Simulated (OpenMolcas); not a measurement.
**PBE50/ANO-RCC-VDZP (DKH3, RICD fitting) run of SnBr4 (stannic bromide)**

What is the vertical electron affinity of SnBr4 (stannic bromide) at PBE50/ANO-RCC-VDZP (DKH3, RICD fitting)? 

The calculation is run with OpenMolcas 26.06.

## Step 1: The molecule

The species is SnBr4 (5 atoms), meant as a singlet with charge 0. As SMILES, `[Br][Sn]([Br])([Br])[Br]`. Geometry: a GFN2-xTB relaxation, a rough one for these elements and not checked as a minimum.

Bond lengths: Br1–Sn2 2.551 Å, Sn2–Br3 2.553 Å, Sn2–Br4 2.552 Å, Sn2–Br5 2.552 Å. Angles: Br1–Sn2–Br3 109.5°, Br1–Sn2–Br4 109.5°, Br1–Sn2–Br5 109.5°, Br3–Sn2–Br4 109.4°, Br3–Sn2–Br5 109.4°, Br4–Sn2–Br5 109.5°.

## Step 2: Energy and forces at PBE50/ANO-RCC-VDZP (DKH3, RICD fitting)

Input file job.inp:

```
&GATEWAY
  Coord
  5
  bohr
  Br    -2.19380196     0.02443416     4.29389239
  Sn    -0.00177634     0.00049133     0.00139840
  Br     4.07986201    -2.55504200     0.29349336
  Br    -2.91373092    -1.99645786    -3.28330466
  Br     1.02942831     4.52655547    -1.30547950
  Basis=ANO-RCC-VDZP
  Group=NoSym
  RICD

&SEWARD
  Relativistic=R03O02
  Expert

&SCF
  KSDFT=HYB_GGA_XC_PBE50
  PrOrbitals=0

&ALASKA
```

On the command line:

```sh
$ export MOLCAS_MEM=1860
$ pymolcas job.inp > job.log
```

What it wrote, cut to the lines that bear on the results:

```text
--- Start Module: gateway ---
[...]
--- Stop Module: gateway /rc=_RC_ALL_IS_WELL_ ---
[...]
 ###    WARNING:  EXPERT option is ON!                                       ###
 ###############################################################################
               SEWARD will generate:
[...]
      Basis functions          151
[...]
--- Start Module: scf ---
[...]
       Convergence after  10 Iterations
[...]
::    Total KS-DFT energy                          -16601.1922755485
[...]
      Total spin, S                                     0.0000000000
[...]
      Total electronic charge=  190.000000
      Total            charge=   -0.000000
[...]
      Dipole Moment (debye):
      Origin of the operator (angstrom)=   -0.0001    0.0000    0.0001
                   X= -1.1056E-02               Y=  3.5879E-03               Z=  8.5568E-03           Total=  1.4433E-02
      Quadrupole Moment (debye*angstrom):
[...]
--- Stop Module: scf /rc=_RC_ALL_IS_WELL_ ---
[...]
--- Start Module: alaska ---
[...]
 *              Molecular gradients               *
 **************************************************
  Irreducible representation: a
 ------------------------------------------------------------------------------------------
                              X                       Y                       Z
 ------------------------------------------------------------------------------------------
  BR1              -1.17595623153122E-02    1.32559249830133E-04    2.30641474676929E-02
  SN2              -2.71978639696187E-04    6.78827956122506E-05    1.86859982167716E-04
  BR3               2.21722702241607E-02   -1.38721998447124E-02    1.57798950979871E-03
  BR4              -1.57099059672703E-02   -1.07704842256666E-02   -1.77678305900884E-02
  BR5               5.56917669779367E-03    2.44422420249322E-02   -7.06116636875009E-03
 ------------------------------------------------------------------------------------------
--- Stop Module: alaska /rc=_RC_ALL_IS_WELL_ ---
[...]
```

Wall time 2 min (1 thread of Arm Neoverse V1, shared host); peak memory 0.44 GiB.

## Step 3: The doublet anion, same level

Input file job.input:

```
>>> EXPORT MOLCAS_PRINT=2

&GATEWAY
  Coord
  5
  bohr
  Br    -2.19380196     0.02443416     4.29389239
  Sn    -0.00177634     0.00049133     0.00139840
  Br     4.07986201    -2.55504200     0.29349336
  Br    -2.91373092    -1.99645786    -3.28330466
  Br     1.02942831     4.52655547    -1.30547950
  Basis
  ANO-RCC-VDZP
  Group
  NoSym
  RICD

&SEWARD
  Relativistic
  R03O02
  Expert

&SCF
  UHF
  Charge
  -1
  Spin
  2
  KSDFT
  HYB_GGA_XC_PBE50
  PrOrbitals
  0

&ALASKA
```

On the command line:

```sh
$ export MOLCAS_MEM=1860
$ pymolcas job.input > job.log
```

What it wrote, cut to the lines that bear on the results:

```text
--- Start Module: gateway ---
[...]
--- Stop Module: gateway /rc=_RC_ALL_IS_WELL_ ---
[...]
 ###    WARNING:  EXPERT option is ON!                                       ###
 ###############################################################################
               SEWARD will generate:
[...]
      Basis functions          151
[...]
--- Start Module: scf ---
[...]
       Convergence after  15 Iterations
[...]
::    Total KS-DFT energy                          -16601.3051558958
[...]
      Total spin, S                                     0.5035155268
[...]
      Total electronic charge=  191.000000
      Total            charge=   -1.000000
[...]
      Dipole Moment (debye):
      Origin of the operator (angstrom)=   -0.0001    0.0000    0.0001
                   X= -1.3022E-02               Y=  4.6456E-03               Z=  1.0021E-02           Total=  1.7075E-02
      Center of Charge (angstrom)
[...]
--- Stop Module: scf /rc=_RC_ALL_IS_WELL_ ---
[...]
--- Start Module: alaska ---
[...]
 *              Molecular gradients               *
 **************************************************
  Irreducible representation: a
 ------------------------------------------------------------------------------------------
                              X                       Y                       Z
 ------------------------------------------------------------------------------------------
  BR1               7.62445172637882E-03   -8.42112892757152E-05   -1.48888306757158E-02
  SN2              -2.73273717629710E-04    7.47596069883248E-05    1.89053293669569E-04
  BR3              -1.38295771505881E-02    8.66803528144544E-03   -1.00340736127968E-03
  BR4               1.00071775666066E-02    6.85647973609349E-03    1.12316955727607E-02
  BR5              -3.52877842504640E-03   -1.55150633351155E-02    4.47148917090345E-03
 ------------------------------------------------------------------------------------------
--- Stop Module: alaska /rc=_RC_ALL_IS_WELL_ ---
[...]
```

Run time: 2.8 min. Hardware: 1 thread of Arm Neoverse V1, shared host; peak memory 0.44 GiB.

## Step 4: Outcome

At PBE50/ANO-RCC-VDZP (DKH3, RICD fitting):

| quantity | value |
| --- | --- |
| singlet SnBr4: total energy | -16601.19228 Eh |
| singlet SnBr4: dipole moment | 0.01 D |
| singlet SnBr4: HOMO energy | -10.33 eV |
| singlet SnBr4: LUMO energy | -3.94 eV |
| singlet SnBr4: HOMO–LUMO gap | 6.39 eV |
| singlet SnBr4: largest force on an atom | 1.347 eV/Å |
| doublet anion: total energy | -16601.30516 Eh |
| doublet anion: HOMO energy (highest over α and β) | -2.21 eV |
| doublet anion: LUMO energy (lowest over α and β) | 1.19 eV |
| doublet anion: ⟨S²⟩ | 0.757 |
| doublet anion: largest force on an atom | 0.860 eV/Å |
| vertical electron affinity (to the doublet anion) | 3.072 eV |

At fixed nuclei the extra electron is bound by 3.07 eV (296 kJ/mol). The largest force (singlet SnBr4) is 1.35 eV/Å: the shape isn't a stationary point for this species at this level. Mulliken charges (singlet SnBr4) run from -0.24 on Br3 to +0.97 on Sn2. Mulliken charges (doublet anion) run from -0.47 on Br3 to +0.87 on Sn2.
